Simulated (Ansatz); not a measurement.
**BHLYP/cc-pVDZ run of CHClFGeN (SMILES N#[C][GeH]([F])[Cl])**

What is the vertical singlet–triplet gap of CHClFGeN at BHLYP/cc-pVDZ? 

The calculation is run with Ansatz 0.2.0.

154 further runs of the same task are left out: 1 that didn't finish, 153 set aside as unsound or not needed.

**1. The molecule**

The species is CHClFGeN (6 atoms), meant as a singlet with charge 0. As SMILES, `N#[C][GeH]([F])[Cl]`. Geometry: relaxed at PBE0-D4/def2-TZVP.

Bond lengths: N1–C2 1.151 Å, C2–Ge3 1.913 Å, Ge3–F4 1.718 Å, Ge3–Cl5 2.113 Å, Ge3–H6 1.520 Å. Angles: N1–C2–Ge3 178.0°, C2–Ge3–F4 105.5°, C2–Ge3–Cl5 108.2°, F4–Ge3–Cl5 107.8°, C2–Ge3–H6 113.0°, F4–Ge3–H6 109.5°, Cl5–Ge3–H6 112.5°.

**2. A single-point energy at BHLYP/cc-pVDZ**

File molecule.yaml:

```yaml
crystal:
  periodic: [false, false, false]
  atoms:
    - {symbol: N, position_ang: [-1.036900, -2.307000, 0.030700]}
    - {symbol: C, position_ang: [-0.544000, -1.267300, 0.040100]}
    - {symbol: Ge, position_ang: [0.237100, 0.477900, 0.107700]}
    - {symbol: F, position_ang: [1.896000, 0.253800, -0.276600]}
    - {symbol: Cl, position_ang: [-0.627600, 1.648100, -1.423900]}
    - {symbol: H, position_ang: [0.117300, 1.130400, 1.475800]}
basis:
  gaussian:
    orbitals: cc-pVDZ
hamiltonian:
  xc: {name: BHLYP}
accuracy: high
output: {orbitals: {seedname: orbitals}}
```

Run with:

```bash
$ ansatz run molecule.yaml --threads 1 --pin off --max-ram 3480MiB --events-out events.jsonl --progress --plain --runs-dir runs
```

The program printed:

```text
Warning: RAYON_NUM_THREADS=1 ignored (pool sized by the plan → 1); use --threads N
Functional definition: BHLYP
  name "BHLYP"
  parameter a = 0.5
  exchange = (1 - a)*b88_x + a*exact_x
  correlation = lyp_c
2015 factors; integrals over basis functions are off by at most 4.4e-9 eV
mean field evaluation 1: about -74294.3564 eV, gradient 4.5e1 eV
mean field evaluation 2: about -74290.5740 eV, gradient 6.4e1 eV
mean field evaluation 4: about -74298.5091 eV, gradient 3.2e0 eV
mean field evaluation 8: about -74298.8565 eV, gradient 5.8e-1 eV
mean field evaluation 16: about -74298.8573 eV, gradient 6.5e-5 eV
mean field -74298.85734610 eV, -2730.4326458950 hartree, gradient 3.0e-8 eV, S^2 0.000000; 0 other end points of the search recorded, 0 dependent functions left out
reference -74298.85737129 eV, -2730.4326468206 hartree; 36, 36 occupied and 56, 56 virtual orbitals, 2015 factors
Total energy: -74298.85737129 eV, -2730.4326468206 hartree
```

Wall time 14 s (1 thread of Arm Neoverse V1, shared host); peak memory 0.36 GiB.

**3. The triplet at the same level**

File input.yaml:

```yaml
crystal:
  periodic: [false, false, false]
  atoms:
    - {symbol: N, position_ang: [-1.036900, -2.307000, 0.030700]}
    - {symbol: C, position_ang: [-0.544000, -1.267300, 0.040100]}
    - {symbol: Ge, position_ang: [0.237100, 0.477900, 0.107700]}
    - {symbol: F, position_ang: [1.896000, 0.253800, -0.276600]}
    - {symbol: Cl, position_ang: [-0.627600, 1.648100, -1.423900]}
    - {symbol: H, position_ang: [0.117300, 1.130400, 1.475800]}
basis:
  gaussian:
    orbitals: cc-pVDZ
hamiltonian:
  xc: {name: BHLYP}
accuracy: high
magnetization:
  spin_polarized: true
  initial_magnetization: 2
output:
  orbitals: {seedname: orbitals}
```

Run with:

```bash
$ ansatz run input.yaml --threads 1 --pin off --max-ram 3480MiB --events-out events.jsonl --progress --plain --runs-dir runs
```

The program printed:

```text
Warning: RAYON_NUM_THREADS=1 ignored (pool sized by the plan → 1); use --threads N
[... 5 set-up lines as earlier in the session ...]
2015 factors; integrals over basis functions are off by at most 4.4e-9 eV
mean field evaluation 1: about -74281.5996 eV, gradient 4.1e1 eV
mean field evaluation 2: about -74224.9125 eV, gradient 1.0e2 eV
mean field evaluation 4: about -74288.7566 eV, gradient 2.2e1 eV
mean field evaluation 8: about -74291.5130 eV, gradient 3.6e0 eV
mean field evaluation 16: about -74292.9490 eV, gradient 2.3e0 eV
mean field evaluation 32: about -74292.9689 eV, gradient 8.9e-1 eV
mean field -74292.97539511 eV, -2730.2164881831 hartree, gradient 4.4e-8 eV, S^2 2.006516; 6 other end points of the search recorded, 0 dependent functions left out
reference -74292.97542080 eV, -2730.2164891272 hartree; 37, 35 occupied and 55, 57 virtual orbitals, 2015 factors
Total energy: -74292.97542080 eV, -2730.2164891272 hartree
```

It took 50 s on 1 thread of Arm Neoverse V1, shared host; peak memory 0.59 GiB.

**4. Summary of results**

Level: BHLYP/cc-pVDZ.

```
                                        quantity           value
                           singlet: total energy  -2730.43265 Eh
                            singlet: HOMO energy       -11.25 eV
                            singlet: LUMO energy        -0.31 eV
                          singlet: HOMO–LUMO gap        10.93 eV
                           triplet: total energy  -2730.21649 Eh
     triplet: HOMO energy (highest over α and β)        -5.81 eV
      triplet: LUMO energy (lowest over α and β)        -5.44 eV
                                   triplet: ⟨S²⟩           2.007
vertical energy of the triplet above the singlet        5.882 eV
```

In words: At this shape the triplet lies 5.88 eV (568 kJ/mol) above the singlet.
